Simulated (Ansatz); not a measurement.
**CH2FNOSi (SMILES O=C=N[SiH2]F): levels of theory compared**

Wanted: a comparison of 6 runs (HF/STO-3G, BLYP/cc-pVDZ, PBE-QIDH/cc-pVDZ, wB97M-V/cc-pVDZ, wB97X/cc-pVDZ, MP2/cc-pVDZ) of CH2FNOSi. 

The results are computed with Ansatz 0.2.0.

153 further runs of the same task are left out: 153 set aside as unsound or not needed.

## Step 1: The molecule

CH2FNOSi has 7 atoms, charge 0, and is taken as a singlet. SMILES: `O=C=N[SiH2]F`. The O1–C2 distance was set to 1.742 Å, away from the relaxed value.

Bond lengths: C2–N3 1.195 Å, N3–Si4 1.694 Å, Si4–F5 1.591 Å, Si4–H6 1.475 Å, Si4–H7 1.475 Å. Angles: C2–N3–Si4 166.0°, N3–Si4–F5 109.2°, N3–Si4–H6 109.0°, N3–Si4–H7 109.0°, F5–Si4–H6 108.2°, F5–Si4–H7 108.2°, H6–Si4–H7 113.2°. A long bond or contact: O1–C2 1.742 Å.

## Step 2: The energy at HF/STO-3G (run 1)

run.yaml reads:

```yaml
crystal:
  periodic: [false, false, false]
  atoms:
    - symbol: O
      position_ang: [-0.707253, -3.453564, -0.699954]
    - symbol: C
      position_ang: [-0.306900, -1.816900, -0.256100]
    - symbol: N
      position_ang: [-0.019000, -0.706200, 0.076100]
    - symbol: Si
      position_ang: [0.212100, 0.968300, 0.188900]
    - symbol: F
      position_ang: [-0.420200, 1.671000, -1.091000]
    - symbol: H
      position_ang: [-0.490300, 1.470300, 1.384800]
    - symbol: H
      position_ang: [1.659300, 1.253600, 0.203700]
basis:
  gaussian:
    orbitals: STO-3G
hamiltonian:
  xc: hf
accuracy: high
output: {orbitals: {seedname: orbitals}}
```

Started as:

```
$ ansatz run run.yaml --threads 1 --pin off --max-ram 3480MiB --events-out events.jsonl --progress --plain --runs-dir runs
```

Log:

```text
Warning: RAYON_NUM_THREADS=1 ignored (pool sized by the plan → 1); use --threads N
Functional definition: HF
  name "HF"
  exchange = exact_x
  correlation = 0
594 factors; integrals over basis functions are off by at most 4.4e-8 eV
mean field evaluation 1: about -14947.4544 eV, gradient 4.6e1 eV
mean field evaluation 2: about -14947.5093 eV, gradient 4.6e1 eV
mean field evaluation 4: about -14956.3473 eV, gradient 9.9e0 eV
mean field evaluation 8: about -14957.1937 eV, gradient 8.3e-2 eV
mean field evaluation 16: about -14949.9583 eV, gradient 1.1e1 eV
mean field -14957.17425110 eV, -549.6660153911 hartree, gradient 9.9e-8 eV, S^2 0.000000; 0 other end points of the search recorded, 0 dependent functions left out
reference -14957.17425110 eV, -549.6660153911 hartree; 23, 23 occupied and 8, 8 virtual orbitals, 594 factors
Total energy: -14957.17425110 eV, -549.6660153911 hartree
```

Run time: 0.31 s. Hardware: 1 thread of Arm Neoverse V1, shared host.

## Step 3: A single-point energy at BLYP/cc-pVDZ (run 2)

molecule.yaml reads:

```yaml
crystal:
  periodic: [false, false, false]
  atoms:
    - {symbol: O, position_ang: [-0.707253, -3.453564, -0.699954]}
    - {symbol: C, position_ang: [-0.306900, -1.816900, -0.256100]}
    - {symbol: "N", position_ang: [-0.019000, -0.706200, 0.076100]}
    - {symbol: Si, position_ang: [0.212100, 0.968300, 0.188900]}
    - {symbol: F, position_ang: [-0.420200, 1.671000, -1.091000]}
    - {symbol: H, position_ang: [-0.490300, 1.470300, 1.384800]}
    - {symbol: H, position_ang: [1.659300, 1.253600, 0.203700]}
basis:
  gaussian: {orbitals: cc-pVDZ}
hamiltonian: {xc: {name: BLYP}}
accuracy: high
output: {orbitals: {seedname: orbitals}}
```

Started as:

```
$ ansatz run molecule.yaml --threads 1 --pin off --max-ram 3480MiB --events-out events.jsonl --progress --plain --runs-dir runs
```

Log:

```text
Warning: RAYON_NUM_THREADS=1 ignored (pool sized by the plan → 1); use --threads N
Functional definition: BLYP
  name "BLYP"
  parameter beta = 0.0042
  parameter a = 0.04918
  parameter b = 0.132
  parameter c = 0.2533
  parameter d = 0.349
  exchange = b88_x(beta = beta)
  correlation = lyp_c(a = a, b = b, c = c, d = d)
1807 factors; integrals over basis functions are off by at most 3.6e-9 eV
mean field evaluation 1: about -15189.5382 eV, gradient 6.7e1 eV
mean field evaluation 2: about -15061.5921 eV, gradient 1.9e2 eV
mean field evaluation 4: about -15194.2449 eV, gradient 3.6e1 eV
mean field evaluation 8: about -15197.3009 eV, gradient 1.4e1 eV
mean field evaluation 16: about -15197.7595 eV, gradient 2.2e-4 eV
mean field -15197.75952136 eV, -558.5073609988 hartree, gradient 2.6e-8 eV, S^2 0.000000; 0 other end points of the search recorded, 0 dependent functions left out
reference -15197.75957249 eV, -558.5073628777 hartree; 23, 23 occupied and 61, 61 virtual orbitals, 1807 factors
Total energy: -15197.75957249 eV, -558.5073628777 hartree
```

It took 5.4 s on 1 thread of Arm Neoverse V1, shared host; peak memory 0.2 GiB.

Runs 3 to 5 aren't shown in full; the table further down has their settings and results.

## Step 4: A single-point energy at MP2/cc-pVDZ (run 6)

Edit molecule.yaml of step 3 so:

```diff
@@ -5,3 +5,3 @@
     - {symbol: C, position_ang: [-0.306900, -1.816900, -0.256100]}
-    - {symbol: "N", position_ang: [-0.019000, -0.706200, 0.076100]}
+    - {symbol: N, position_ang: [-0.019000, -0.706200, 0.076100]}
     - {symbol: Si, position_ang: [0.212100, 0.968300, 0.188900]}
@@ -12,4 +12,3 @@
   gaussian: {orbitals: cc-pVDZ}
-hamiltonian: {xc: {name: BLYP}}
 accuracy: high
-output: {orbitals: {seedname: orbitals}}
+correlation: {method: mp2, frozen_orbitals: {C: 1, F: 1, H: 0, "N": 1, O: 1, Si: 5}}
```

Started as:

```
$ ansatz run molecule.yaml --threads 1 --pin off --max-ram 3480MiB --events-out events.jsonl --progress --plain --runs-dir runs
```

Log:

```text
Warning: RAYON_NUM_THREADS=1 ignored (pool sized by the plan → 1); use --threads N
Functional definition: HF
  name "HF"
  exchange = exact_x
  correlation = 0
1807 factors; integrals over basis functions are off by at most 3.6e-9 eV
mean field evaluation 1: about -15140.2477 eV, gradient 4.9e1 eV
mean field evaluation 2: about -15140.3418 eV, gradient 5.0e1 eV
mean field evaluation 4: about -15146.6824 eV, gradient 7.4e0 eV
mean field evaluation 8: about -15147.0747 eV, gradient 6.7e-1 eV
mean field evaluation 16: about -15147.0838 eV, gradient 6.8e-6 eV
mean field -15147.08376572 eV, -556.6450613282 hartree, gradient 1.4e-8 eV, S^2 0.000000; 0 other end points of the search recorded, 0 dependent functions left out; unrestricted orbitals would lower it
9 core orbitals not correlated: weight in the atoms' cores, before any rotation towards them, 1.000 or more for the frozen orbitals, at most 0.000 for the correlated occupied ones
reference -15147.08376572 eV, -556.6450613282 hartree; 14, 14 occupied and 61, 61 virtual orbitals, 1807 factors
second order -19.61705779 eV of doubles, -0.00000000 eV of singles
Total energy: -15166.70082351 eV, -557.3659749051 hartree
```

It took 3.3 s on 1 thread of Arm Neoverse V1, shared host; peak memory 0.21 GiB.

## Step 5: Overview of the runs

```tsv
run	level	frozen core orbitals	energy (Eh)	HOMO energy (eV)	LUMO energy (eV)	HOMO–LUMO gap (eV)	wall time
1	HF/STO-3G	–	-549.666015	-7.49	7.75	15.24	0.31 s
2	BLYP/cc-pVDZ	–	-558.507363	-5.93	-2.95	2.98	5.4 s
3	PBE-QIDH/cc-pVDZ	9	-557.926980	-10.73	0.34	11.08	11 s
4	wB97M-V/cc-pVDZ	–	-558.443271	-10.04	0.47	10.51	77 s
5	wB97X/cc-pVDZ	–	-558.454799	-10.08	0.54	10.62	29 s
6	MP2/cc-pVDZ	9	-557.365975	–	–	–	3.3 s
```

## Step 6: Outcome

```
                                          quantity          value
                               run 6: total energy  -557.36597 Eh
run 6: correlation energy (9 core orbitals frozen)     -720.9 mEh
```

In words: Over runs 1, 2, 3, 4, 5 the HOMO–LUMO gap runs from 2.98 eV (BLYP/cc-pVDZ) to 15.24 eV (HF/STO-3G). The two ends differ in method and basis. Totals of different functionals can't be ranked against each other. In runs 3, 6 the log says that unrestricted orbitals would lower the reference, so the values rest on an unstable closed-shell determinant (other closed-shell runs at this shape may share the fault). In run 1 the basis is minimal, so the values are rough. All runs together took 2.1 min, the longest 77 s.
